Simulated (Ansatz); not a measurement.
The system is GaGe.

```
CELL_PARAMETERS angstrom
0.00000 2.89784 2.89784
2.89784 0.00000 2.89784
2.89784 2.89784 0.00000
ATOMIC_POSITIONS crystal
Ge 0.00000 0.00000 0.00000
Ga 0.25000 0.25000 0.25000
```

The cell comes from a database or a generator and needn't be the stable form of this composition.

| Quantity | Value |
| --- | --- |
| Program | Ansatz 0.2.0 |
| Task | single point |
| Functional | PBE |
| Potentials or basis | all-electron LAPW, scalar-relativistic |
| Cutoff | 300 eV (chosen from the basis error) |
| Basis error allowed | 0.001 eV/atom |
| k mesh | 8 × 8 × 8 |
| Occupations | fermi-dirac, width 0.05 eV |
| Spin | no spin polarisation |

On this cell: pressure 0.2 GPa; largest force zero by symmetry; band gap on the k mesh none (metal or under the smearing width).

The same run follows on a disturbed copy (atoms moved at random, drawn with an rms of 0.05 Å):

```xyz
2
Lattice="0.0000 2.8978 2.8978 2.8978 0.0000 2.8978 2.8978 2.8978 0.0000" Properties=species:S:1:pos:R:3 pbc="T T T"
Ge    0.0437    0.0525   -0.0507
Ga    1.4805    1.4612    1.4101
```

Question: What does the disturbed cell give?

Answer: The energy (extrapolated to zero smearing) moves by +2.2 meV/atom; pressure 0.3 GPa; largest force 0.209 eV/Å; band gap on the k mesh none (metal or under the smearing width).

Forces in eV/Å, atoms in the order of the input:
```
Ge  -0.050 -0.196  0.049
Ga   0.050  0.196 -0.049
```

Stress tensor (GPa, compression positive):
```
 0.31 -0.29  1.08
-0.29  0.20  0.30
 1.08  0.30  0.31
```
